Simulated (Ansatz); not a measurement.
# CH3F2Ga: one species, many methods

The task here is to estimate one member of a computed series from the others.

Computed with Ansatz 0.2.0, Gaussian basis. Level: functionals in def2-TZVPP, the program's frozen cores in correlated methods.

Plan: LDA (SPW92), PBE-D4, revPBE-D4, BLYP-D4, r2SCAN-D4, B97M-V, PBE0-D4, B3LYP-D4, r2SCANh-D4, r2SCAN0-D4, HSE06-D4, BHLYP-D4, CAM-B3LYP-D4, LC-ωPBE, ωB97X-V, ωB97M-V, B2PLYP, PBE-QIDH; CCSD(T)/def2-SVP; CCSD(T)/def2-TZVPP; MP2/def2-QZVPP; extrapolation to the limit; RPA on PBE.

### Structure used throughout

An earlier PBE0-D4 in a triple-zeta def2 set relaxation fixed the geometry.

SMILES `[CH3][Ga]([F])[F]`, 7 atoms, charge 0, spin multiplicity 1.

Atoms are counted from 1 here; the program's logs count them from 0.

Bond lengths: C1–Ga2 1.935 Å, C1–H5 1.089 Å, C1–H6 1.090 Å, C1–H7 1.091 Å, Ga2–F3 1.747 Å, Ga2–F4 1.747 Å. Angles: Ga2–C1–H5 110.1°, Ga2–C1–H6 110.0°, Ga2–C1–H7 109.2°, H5–C1–H6 110.1°, H5–C1–H7 108.8°, H6–C1–H7 108.6°, C1–Ga2–F3 124.7°, C1–Ga2–F4 124.8°, F3–Ga2–F4 110.6°.

As a file:

```xyz
7

C    -0.33249    0.86035   -0.24984
Ga    0.33052   -0.88411    0.26085
F     1.36618   -1.19074    1.63415
F    -0.01508   -2.36989   -0.59088
H    -1.26155    0.75865   -0.80944
H    -0.49476    1.47143    0.63755
H     0.40719    1.35431   -0.88241
```

Set-up of the first run:

in.yaml

```yaml
crystal:
  periodic: [false, false, false]
  atoms:
    - {symbol: C, position_ang: [-0.332495, 0.860354, -0.249844]}
    - {symbol: Ga, position_ang: [0.330517, -0.884112, 0.260852]}
    - {symbol: F, position_ang: [1.366184, -1.190739, 1.634154]}
    - {symbol: F, position_ang: [-0.015081, -2.369889, -0.590878]}
    - {symbol: H, position_ang: [-1.261551, 0.758653, -0.809439]}
    - {symbol: H, position_ang: [-0.494762, 1.471429, 0.637555]}
    - {symbol: H, position_ang: [0.407188, 1.354314, -0.882410]}
basis:
  gaussian: {orbitals: def2-TZVPP}
hamiltonian: {xc: lda}
output: {orbitals: {seedname: orbitals}}
```

Steps of the session up to this table: LDA; PBE-D4 (GGA); revPBE-D4 (GGA); BLYP-D4 (GGA); r2SCAN-D4 (meta-GGA); B97M-V (meta-GGA); PBE0-D4 (hybrid); B3LYP-D4 (hybrid); r2SCANh-D4 (hybrid); r2SCAN0-D4 (hybrid); HSE06-D4 (hybrid); BHLYP-D4 (hybrid); CAM-B3LYP-D4 (range-separated); LC-ωPBE (range-separated); ωB97X-V (range-separated); ωB97M-V (range-separated); B2PLYP (double hybrid); PBE-QIDH (double hybrid).

One of the session's tables, all rows but one given; the rest of the session is left out.

It belongs to the step «Frontier levels by functional». 

```
  functional  HOMO (eV)  gap (eV)
 LDA (SPW92)      -8.35      6.38
      PBE-D4      -8.11      6.41
   revPBE-D4      -8.02      6.45
     BLYP-D4      -8.01      6.29
   r2SCAN-D4      -8.45      7.13
      B97M-V      -8.51      6.92
     PBE0-D4      -9.61      8.85
    B3LYP-D4          ?         ?
  r2SCANh-D4      -9.01      8.02
  r2SCAN0-D4      -9.84      9.31
    HSE06-D4      -9.20      8.07
    BHLYP-D4     -10.95     10.92
CAM-B3LYP-D4     -11.04     11.14
     LC-ωPBE     -12.36     13.79
     ωB97X-V     -11.99     13.25
     ωB97M-V     -11.89     12.85
```

**Question.** Estimate the row for B3LYP-D4.

Worked estimate for «HOMO (eV)». Against the share of exact exchange, BLYP-D4 (0, -8.01), BHLYP-D4 (0.5, -10.95) give a slope of -5.88 per unit share; at 0.2 the line stands at -9.19.

As computed: HOMO (eV): -9.38; gap (eV): 8.24. In «HOMO (eV)» the line misses by +0.19.
